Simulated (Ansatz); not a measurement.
# C2H4BCl: ionisation energy by level of theory

How much energy removes an electron from C2H4BCl at fixed geometry? The cation is run at each level and the neutral's energy taken from earlier runs.

Program: Ansatz 0.2.0, Gaussian basis. Level of theory: unrestricted cation, the program's frozen cores in correlated methods. These are calculated values, not measurements.

Plan: UKS PBE-D4/def2-TZVPP; UKS r2SCAN-D4/def2-TZVPP; UKS PBE0-D4/def2-TZVPP; UKS B3LYP-D4/def2-TZVPP; UKS wB97X-V/def2-TZVPP; UKS wB97M-V/def2-TZVPP; UKS B2PLYP/def2-TZVPP; UHF-CCSD(T)/def2-TZVPP; UHF-MP2/def2-QZVPP; extrapolation to the limit; then −ε(HOMO) from the neutral's earlier runs with LDA (SPW92), PBE-D4, revPBE-D4, BLYP-D4, r2SCAN-D4, B97M-V, PBE0-D4, B3LYP-D4, r2SCANh-D4, r2SCAN0-D4, HSE06-D4, BHLYP-D4, CAM-B3LYP-D4, LC-ωPBE, ωB97X-V, ωB97M-V.

## (1) The relaxed structure

All runs share one geometry, relaxed beforehand with PBE0-D4 in a triple-zeta def2 set.

SMILES `ClB1CC1`, 8 atoms, charge 0, spin multiplicity 1.

Atoms are counted from 1 here; the program's logs count them from 0.

Bond lengths: Cl1–B2 1.717 Å, B2–C3 1.513 Å, B2–C4 1.513 Å, C3–C4 1.562 Å, C3–H5 1.086 Å, C3–H6 1.086 Å, C4–H7 1.086 Å, C4–H8 1.086 Å. Angles: Cl1–B2–C3 148.9°, Cl1–B2–C4 148.9°, C3–B2–C4 62.1°, B2–C3–C4 58.9°, B2–C3–H5 120.4°, B2–C3–H6 120.4°, C4–C3–H5 117.0°, C4–C3–H6 117.0°, H5–C3–H6 112.7°, B2–C4–C3 58.9°, B2–C4–H7 120.4°, B2–C4–H8 120.4°, C3–C4–H7 117.0°, C3–C4–H8 117.0°, H7–C4–H8 112.7°.

## (2) Cation, UKS PBE-D4/def2-TZVPP

The input, in.yaml:

```yaml
crystal:
  periodic: [false, false, false]
  atoms:
    - {symbol: Cl, position_ang: [-2.492963, 0.742748, -0.419685]}
    - {symbol: B, position_ang: [-0.868601, 0.256381, -0.151999]}
    - {symbol: C, position_ang: [0.564674, 0.635234, 0.151611]}
    - {symbol: C, position_ang: [0.151335, -0.856990, -0.051372]}
    - {symbol: H, position_ang: [1.189731, 1.082855, -0.616086]}
    - {symbol: H, position_ang: [0.853673, 0.935026, 1.155114]}
    - {symbol: H, position_ang: [0.515255, -1.352287, -0.947284]}
    - {symbol: H, position_ang: [0.179096, -1.500065, 0.823901]}
basis:
  gaussian: {orbitals: def2-TZVPP}
total_charge: 1
magnetization: {spin_polarized: true, initial_magnetization: 1}
hamiltonian: {xc: pbe, dispersion: d4}
```

After this run come: Cation, UKS r2SCAN-D4/def2-TZVPP; Cation, UKS PBE0-D4/def2-TZVPP; Cation, UKS B3LYP-D4/def2-TZVPP; Cation, UKS wB97X-V/def2-TZVPP; Cation, UKS wB97M-V/def2-TZVPP; Cation, UKS B2PLYP (frozen core)/def2-TZVPP; Cation, UHF-CCSD(T)/def2-TZVPP; Cation, UHF-MP2/def2-QZVPP.

**Question.** What will the summary of the whole plan be? Wanted: ionisation energy, CCSD(T)/CBS; nearest functional by difference; nearest −ε(HOMO); −ε(HOMO) of PBE; T1 of the cation.

The runs gave:

```
                        quantity               value
  ionisation energy, CCSD(T)/CBS             9.78 eV
nearest functional by difference  ωB97X-V (-0.12 eV)
                nearest −ε(HOMO)  ωB97X-V (-0.13 eV)
                 −ε(HOMO) of PBE             5.97 eV
                T1 of the cation               0.021
```

In words: By cation minus neutral, the functionals miss by 0.51 eV at most. The PBE orbital energy is 3.8 eV too small: a semilocal HOMO is no ionisation energy. Among orbital estimates ωB97X-V comes nearest. Hartree-Fock falls 0.74 eV short, as the neutral has more correlation energy than the cation.
